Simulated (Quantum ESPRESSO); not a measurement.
# AlSn (P-6m2) in Quantum ESPRESSO: single point with PBE

Aim: the single point of AlSn with PBE.

Everything below comes from runs of Quantum ESPRESSO 7.5. Logs are shortened: lines on timing, memory, paths and dates and some standing lists are left out, and cuts for length are marked.

## 1. The structure

The structure is hexagonal, space group P-6m2 (No. 187). Conventional cell: a = 4.198 Å, b = 4.198 Å, c = 3.307 Å, α = 90.00°, β = 90.00°, γ = 120.00°. Sn (site symmetry -6m2) has 6 Al at 2.93 Å and 2 Sn at 3.31 Å as nearest neighbours. Al (site symmetry -6m2) has 6 Sn at 2.93 Å and 2 Al at 3.31 Å as nearest neighbours.

The cell comes from a database or a generator and needn't be the stable form of this composition.

## 2. Single point, PBE

Input file run.py:

```python
import numpy as np
from ase.calculators.espresso import Espresso, EspressoProfile
from ase import Atoms

atoms = Atoms(['Sn', 'Al'],
              cell=[[4.1981056157, 0.0, 0.0], [-2.0990528078, 3.6356661109, 0.0], [0.0, 0.0, 3.306847]],
              scaled_positions=[[0.3333333333, 0.6666666667, 0.5], [0.0, 0.0, 0.0]],
              pbc=True)

input_data = {
    'control': {'calculation': 'scf', 'prefix': 'pwscf', 'outdir': './tmp', 'tprnfor': True, 'tstress': True, 'disk_io': 'nowf'},
    'system': {'ecutwfc': 60.0, 'ecutrho': 480.0, 'nbnd': 15, 'occupations': 'smearing', 'smearing': 'fd', 'degauss': 0.00367493},
    'electrons': {'conv_thr': 4e-10, 'electron_maxstep': 120, 'mixing_beta': 0.5},
}
pseudopotentials = {'Al': 'Al.pbe-n-kjpaw_psl.1.0.0.UPF', 'Sn': 'Sn_pbe_v1.uspp.F.UPF'}
profile = EspressoProfile(command='pw.x', pseudo_dir='pseudo')
dft = Espresso(profile=profile, input_data=input_data, pseudopotentials=pseudopotentials, kpts=(7, 7, 8), koffset=(0, 0, 0))
atoms.calc = dft

print(f'energy {atoms.get_potential_energy():.8f} eV')
print('forces (eV/A)')
print(np.round(atoms.get_forces(), 6))
print('stress (eV/A^3, Voigt)')
print(np.round(atoms.get_stress(), 8))
print(f'Fermi level {dft.get_fermi_level():.4f} eV')
```

Potentials or basis: SSSP 1.3 efficiency PBE.

Launch:

```
OMP_NUM_THREADS=1 python run.py
```

Standard output:

```text
energy -2758.08409306 eV
forces (eV/A)
[[0. 0. 0.]
 [0. 0. 0.]]
stress (eV/A^3, Voigt)
[-0.00091173 -0.00091173 -0.00292709  0.         -0.          0.        ]
Fermi level 7.9094 eV
```

espresso.pwi:

```text
&CONTROL
   calculation      = 'scf'
   tstress          = .true.
   tprnfor          = .true.
   outdir           = './tmp'
   prefix           = 'pwscf'
   disk_io          = 'nowf'
   pseudo_dir       = 'pseudo'
/
&SYSTEM
   nbnd             = 15
   ecutwfc          = 60.0
   ecutrho          = 480.0
   occupations      = 'smearing'
   degauss          = 0.00367493
   smearing         = 'fd'
   ntyp             = 2
   nat              = 2
   ibrav            = 0
/
&ELECTRONS
   electron_maxstep = 120
   conv_thr         = 4e-10
   mixing_beta      = 0.5
/
&IONS
/
&CELL
/
&FCP
/
&RISM
/
ATOMIC_SPECIES
Sn 118.71 Sn_pbe_v1.uspp.F.UPF
Al 26.9815385 Al.pbe-n-kjpaw_psl.1.0.0.UPF

K_POINTS automatic
7 7 8  0 0 0

CELL_PARAMETERS angstrom
4.19810561570000 0.00000000000000 0.00000000000000
-2.09905280780000 3.63566611090000 0.00000000000000
0.00000000000000 0.00000000000000 3.30684700000000

ATOMIC_POSITIONS angstrom
Sn -0.0000000002 2.4237774074 1.6534235000  
Al 0.0000000000 0.0000000000 0.0000000000
```

espresso.pwo:

```text
This program is part of the open-source Quantum ESPRESSO suite
     for quantum simulation of materials; please cite
         "P. Giannozzi et al., J. Phys.:Condens. Matter 21 395502 (2009);
         "P. Giannozzi et al., J. Phys.:Condens. Matter 29 465901 (2017);
         "P. Giannozzi et al., J. Chem. Phys. 152 154105 (2020);
     in publications or presentations arising from this work. More details at

Warning: card &CELL ignored
Warning: card &FCP ignored
Warning: card &RISM ignored

     file Al.pbe-n-kjpaw_psl.1.0.0.UPF: wavefunction(s)  3S 3P renormalized
     Message from routine setup:
     using ibrav=0 with symmetry is DISCOURAGED, use correct ibrav instead

     G-vector sticks info
     --------------------
     sticks:   dense  smooth     PW     G-vecs:    dense   smooth      PW
     Sum        2077    1039    313                60559    21373    3461

     Using Slab Decomposition

     bravais-lattice index     =            0
     lattice parameter (alat)  =       7.9333  a.u.
     unit-cell volume          =     340.6027 (a.u.)^3
     number of atoms/cell      =            2
     number of atomic types    =            2
     number of electrons       =        17.00
     number of Kohn-Sham states=           15
     kinetic-energy cutoff     =      60.0000  Ry
     charge density cutoff     =     480.0000  Ry
     scf convergence threshold =      4.0E-10
     mixing beta               =       0.5000
     number of iterations used =            8  plain     mixing
     Exchange-correlation= SLA  PW   PBX  PBC
                           (   1   4   3   4   0   0   0)

     celldm(1)=   7.933270  celldm(2)=   0.000000  celldm(3)=   0.000000
     celldm(4)=   0.000000  celldm(5)=   0.000000  celldm(6)=   0.000000

     crystal axes: (cart. coord. in units of alat)
               a(1) = (   1.000000   0.000000   0.000000 )
               a(2) = (  -0.500000   0.866025   0.000000 )
               a(3) = (   0.000000   0.000000   0.787700 )

     reciprocal axes: (cart. coord. in units 2 pi/alat)
               b(1) = (  1.000000  0.577350 -0.000000 )
               b(2) = (  0.000000  1.154701  0.000000 )
               b(3) = (  0.000000 -0.000000  1.269519 )

     PseudoPot. # 1 for Sn read from file:
[... 30 lines left out ...]

     12 Sym. Ops. (no inversion) found

   Cartesian axes

     site n.     atom                  positions (alat units)
         1        Sn     tau(   1) = (  -0.0000000   0.5773503   0.3938499  )
         2        Al     tau(   2) = (   0.0000000   0.0000000   0.0000000  )

     number of k points=    40  Fermi-Dirac smearing, width (Ry)=  0.0037
                       cart. coord. in units 2pi/alat
        k(    1) = (   0.0000000   0.0000000   0.0000000), wk =   0.0051020
        k(    2) = (   0.0000000   0.0000000   0.1586899), wk =   0.0102041
        k(    3) = (   0.0000000   0.0000000   0.3173798), wk =   0.0102041
        k(    4) = (   0.0000000   0.0000000   0.4760697), wk =   0.0102041
        k(    5) = (   0.0000000   0.0000000  -0.6347596), wk =   0.0051020
        k(    6) = (   0.0000000   0.1649572   0.0000000), wk =   0.0306122
[... 32 lines left out ...]
        k(   39) = (   0.2857143   0.4948717   0.4760697), wk =   0.0612245
        k(   40) = (   0.2857143   0.4948717  -0.6347596), wk =   0.0306122

     Dense  grid:    60559 G-vectors     FFT dimensions: (  60,  60,  45)

     Smooth grid:    21373 G-vectors     FFT dimensions: (  40,  40,  32)

     Initial potential from superposition of free atoms

     starting charge      15.9977, renormalised to      17.0000
     Starting wfcs are   13 randomized atomic wfcs +    2 random wfcs

     Self-consistent Calculation

     iteration #  1     ecut=    60.00 Ry     beta= 0.50
     Davidson diagonalization with overlap
     ethr =  1.00E-02,  avg # of iterations =  6.8

     total energy              =    -202.43548886 Ry
     estimated scf accuracy    <       1.00798814 Ry
[... 50 lines left out ...]
     iteration #  9     ecut=    60.00 Ry     beta= 0.50
     Davidson diagonalization with overlap
     ethr =  1.68E-11,  avg # of iterations =  2.8

     End of self-consistent calculation

          k = 0.0000 0.0000 0.0000 (  2667 PWs)   bands (ev):

   -13.4731 -13.3648 -13.3648 -13.3471 -13.3471  -2.5479   7.6843   7.6843
     8.5986  10.5124  11.0292  11.0292  13.0921  14.1934  19.4685
[... 193 lines left out ...]
   -13.4223 -13.4179 -13.3515 -13.3438 -13.2840   2.3830   3.9910   4.9496
     5.6002   7.2651   8.2796  15.0377  15.4203  16.6486  17.0796

     the Fermi energy is     7.9094 ev

!    total energy              =    -202.71545958 Ry
     estimated scf accuracy    <          1.7E-10 Ry
     smearing contrib. (-TS)   =      -0.00030110 Ry
     internal energy E=F+TS    =    -202.71515849 Ry

     The total energy is F=E-TS. E is the sum of the following terms:
     one-electron contribution =     -73.94749352 Ry
     hartree contribution      =      47.52803651 Ry
     xc contribution           =     -50.08885292 Ry
     ewald contribution        =     -91.53146823 Ry
     one-center paw contrib.   =     -34.67538033 Ry

     convergence has been achieved in   9 iterations

     Forces acting on atoms (cartesian axes, Ry/au):

     atom    1 type  1   force =     0.00000000    0.00000000    0.00000000
     atom    2 type  2   force =     0.00000000    0.00000000    0.00000000

     Total force =     0.000000     Total SCF correction =     0.000000

     Computing stress (Cartesian axis) and pressure

          total   stress  (Ry/bohr**3)                   (kbar)     P=        2.54
   0.00000993  -0.00000000   0.00000000            1.46       -0.00        0.00
  -0.00000000   0.00000993  -0.00000000           -0.00        1.46       -0.00
   0.00000000   0.00000000   0.00003188            0.00        0.00        4.69

=------------------------------------------------------------------------------=
   JOB DONE.
=------------------------------------------------------------------------------=
```

Run time: 29 s. Hardware: 1 thread of Arm Neoverse V2, shared host; peak memory 0.27 GiB.

What came out:

| Item | Value |
| --- | --- |
| Free energy | -2758.0843 eV |
| Pressure | 0.3 GPa |
| Band gap on the k mesh | none (metal or under the smearing width) |

Levels at points of the mesh, in eV from the Fermi level:
```
            k point  band 6  band 7  band 8  band 9  band 10  band 11
 (0.00, 0.00, 0.00)  -10.46   -0.23   -0.23    0.69     2.60     3.12
(0.00, 0.00, -0.50)   -7.43   -6.22    2.72    2.72     3.58     3.58
```
